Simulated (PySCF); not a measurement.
# [Yb(PH3)]3+: other functionals and bases at one geometry

How far do other levels of theory move the description of [Yb(PH3)]3+, and what does each cost? It is a constructed species; whether it can be made isn't addressed.

Program: PySCF 2.14.0. Level of theory: several levels, as the steps say, no spin–orbit coupling. These are calculated values, not measurements.

1 further run of the same task is left out (for a known fault of the program).

## (1) Starting geometry

5 atoms, charge 3, spin multiplicity 1.

Bond lengths: Yb1–P2 2.853 Å, P2–H3 1.428 Å, P2–H4 1.428 Å, P2–H5 1.428 Å. Angles: Yb1–P2–H3 110.7°, Yb1–P2–H4 110.7°, Yb1–P2–H5 110.7°, H3–P2–H4 108.2°, H3–P2–H5 108.2°, H4–P2–H5 108.2°.

As a file:

```
Yb    0.0000    0.0000   -0.3441
P     0.0000    0.0000    2.5091
H     1.3364    0.0000    3.0136
H    -0.6682    1.1574    3.0136
H    -0.6682   -1.1574    3.0136
```

Formal oxidation states: Yb +3. Each metal's 13 4f electrons lie in its core potential, so multiplicities, spins and levels count the valence alone. An earlier session relaxed this geometry at PBE0, Yb lcecp-1-SVP with ECP59, P def2-SVP, H def2-SVP (singlet, point group C3v).

At PBE0 on the finer grid: E = -380.944855 Eh, HOMO -24.71 eV, LUMO -19.76 eV, Mulliken charge on Yb1 +2.25 e, largest force component 0.013 eV/Å. 

Levels to run: PBE; CAM-B3LYP; PBE0, TZVP. Hardware: 2 threads of Arm Neoverse V1, shared host.

## (2) PBE

The input, run.py (the lines that set the calculation):

```python
mol = gto.M(atom='''
Yb     0.00000     0.00000    -0.34409
P      0.00000     0.00000     2.50911
H      1.33641    -0.00001     3.01364
H     -0.66820     1.15737     3.01364
H     -0.66821    -1.15737     3.01364''',
    basis={'Yb': 'lcecp-1-SVP', 'P': 'def2-SVP', 'H': 'def2-SVP'},
    ecp={'Yb': 'lcecp-1-SVP'},
    charge=3, spin=0)
mf = dft.RKS(mol, xc='PBE')
mf.grids.atom_grid = (75, 302)  # f atoms: unpruned, at least (60, 302)
mf = mf.density_fit()  # fitting sets: Yb AutoAux, P def2-universal-JKFIT, H def2-universal-JKFIT
mf.conv_tol = 1e-08; mf.max_cycle = 55
mf.kernel(dm0)  # dm0: the density of the relaxed state
```

Launch:

```
> OMP_NUM_THREADS=2 python run.py
```

## (3) CAM-B3LYP

Edit run.py (the lines that set the calculation) of step 2 so:

```diff
@@ -9,3 +9,3 @@
     charge=3, spin=0)
-mf = dft.RKS(mol, xc='PBE')
+mf = dft.RKS(mol, xc='CAMB3LYP')
 mf.grids.atom_grid = (75, 302)  # f atoms: unpruned, at least (60, 302)
```

## (4) PBE0, TZVP

Basis: Yb lcecp-1-TZVP with ECP59, P def2-TZVP, H def2-TZVP. 

The input, run.py (the lines that set the calculation):

```python
mol = gto.M(atom='''
Yb     0.00000     0.00000    -0.34409
P      0.00000     0.00000     2.50911
H      1.33641    -0.00001     3.01364
H     -0.66820     1.15737     3.01364
H     -0.66821    -1.15737     3.01364''',
    basis={'Yb': 'lcecp-1-TZVP', 'P': 'def2-TZVP', 'H': 'def2-TZVP'},
    ecp={'Yb': 'lcecp-1-TZVP'},
    charge=3, spin=0)
mf = dft.RKS(mol, xc='PBE0')
mf.grids.atom_grid = (75, 302)  # f atoms: unpruned, at least (60, 302)
mf = mf.density_fit()  # fitting sets: Yb AutoAux, P def2-universal-JKFIT, H def2-universal-JKFIT
mf.conv_tol = 1e-08; mf.max_cycle = 55
mf.kernel(dm0)  # dm0: free metal ions and neutral atoms
```

Q: Predict the outcome of this session. Wanted: for each run, HOMO; gap; charge on Yb1; dipole; largest force.

As calculated:

| level | state | HOMO (eV) | gap (eV) | charge on Yb1 (e) | dipole (D) | largest force (eV/Å) | basis functions | time |
| --- | --- | --- | --- | --- | --- | --- | --- | --- |
| PBE0 (relaxed here) | singlet | -24.71 | 4.94 | 2.25 | 3.83 | 0.01 | 66 | 4.8 s |
| PBE | singlet | -23.75 | 2.95 | 2.19 | 4.41 | 0.26 | 66 | 2.4 s |
| CAM-B3LYP | singlet | -25.90 | 6.88 | 2.23 | 3.61 | 0.16 | 66 | 2.8 s |
| PBE0, TZVP | singlet | -24.60 | 4.90 | 2.29 | 3.97 | 0.18 | 102 | 6 s |

Times are on 2 threads of Arm Neoverse V1, shared host; the first row also made further properties. The dipole of a charged species depends on the origin, so these sizes hold for this origin alone.

In one basis the HOMO–LUMO gap runs from 2.95 eV (PBE) to 6.88 eV (CAM-B3LYP). The largest leftover force, 0.26 eV/Å with PBE, stands at a geometry relaxed at another level. The Mulliken charge on Yb spans +2.19 to +2.29 e over the levels. With 4f in the core, its levels are missing from HOMO and gap. Total energies of different levels can't be compared. Spin–orbit coupling is left out throughout.
